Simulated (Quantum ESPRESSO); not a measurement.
# Sn3Te: equation of state with PBEsol

The system is Sn3Te.

```
Te Sn
1.0
     4.86562    0.00000    0.00000
     0.00000    4.86562    0.00000
     0.00000    0.00000    4.86562
Te Sn
1 3
Cartesian
  0.0000 0.0000 0.0000
  0.0000 2.4328 2.4328
  2.4328 0.0000 2.4328
  2.4328 2.4328 0.0000
```

The cell comes from a database or a generator and needn't be the stable form of this composition.

| Item | Value |
| --- | --- |
| Program | Quantum ESPRESSO 7.5 |
| Task | equation of state |
| Functional | PBEsol |
| Potentials or basis | GBRV 1.5 PBEsol |
| Cutoff | 925 eV |
| Density cutoff | 7401 eV |
| k mesh | 6 × 6 × 6 |
| Occupations | fermi-dirac, width 0.05 eV |
| Spin | no spin polarisation |

```
Equilibrium volume                      : 27.28 Å³/atom
Bulk modulus                            : 51 GPa
Pressure derivative of the bulk modulus : 4.1
```

Energy against volume, from the lowest point:
```csv
volume (Å³/atom),energy (meV/atom)
27.070,0.00
27.646,0.54
28.222,4.63
28.798,11.97
29.373,22.21
29.949,35.04
30.525,50.19
```

All runs of the series together: 11 min on 2 threads of Intel(R) Xeon(R) Platinum 8375C CPU @ 2.90GHz (Ice Lake), on a shared host.

The run has no spin-orbit coupling, so splittings on Te are missing.
